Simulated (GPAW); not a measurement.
A run of GPAW 26.7.0 is set up as follows.

run.py

```python
from ase import Atoms
from ase.dft.bandgap import bandgap
from ase.io import write
from ase.units import GPa
from gpaw import GPAW, PW

atoms = Atoms(['Bi', 'Bi', 'Te', 'Te', 'Te'],
              cell=[[2.193, 1.2661291403, 10.1656666667],
                    [-2.193, 1.2661291403, 10.1656666667],
                    [0.0, -2.5322582807, 10.1656666667]],
              scaled_positions=[[0.6, 0.6, 0.6],
                                [0.4, 0.4, 0.4],
                                [0.7905, 0.7905, 0.7905],
                                [0.2095, 0.2095, 0.2095],
                                [0.0, 0.0, 0.0]],
              pbc=True)

calc = GPAW(mode=PW(450),
            xc='PBE',
            kpts={'size': (6, 6, 6), 'gamma': True},
            occupations={'name': 'fermi-dirac', 'width': 0.05},
            nbands=39,
            maxiter=120,
            txt='gpaw.txt')
atoms.calc = calc
energy = atoms.get_potential_energy()
forces = atoms.get_forces()
stress = atoms.get_stress()
calc.write('gs.gpw')
write('result.traj', atoms)
print(f'Energy: {energy:.6f} eV')
print('Forces (eV/A):')
print(forces.round(4))
print('Stress (GPa):', (stress / GPa).round(3))
print('Fermi level:', round(calc.get_fermi_level(), 4), 'eV')
print(f'Gap: {bandgap(calc)[0]:.4f} eV, direct: {bandgap(calc, direct=True)[0]:.4f} eV')
```

Potentials or basis: GPAW PAW data sets (gpaw-data 1.2.1), pw.

The run is started by

```bash
$ OMP_NUM_THREADS=1 python run.py
```

(1) Predict the pressure.

(2) What does it give for the band gap on the k mesh?

(3) Predict the largest force.

Answers

(1) 1.5 GPa.

(2) 0.26 eV, direct.

(3) 0.044 eV/Å.

Caveat: the cutoff is short for stress and forces, so pressures can be off by a GPa or more; spin-orbit coupling is left out, which as a rule narrows the gap of such compounds by several tenths of an eV; the program warned that so skewed a cell can give wrong results.
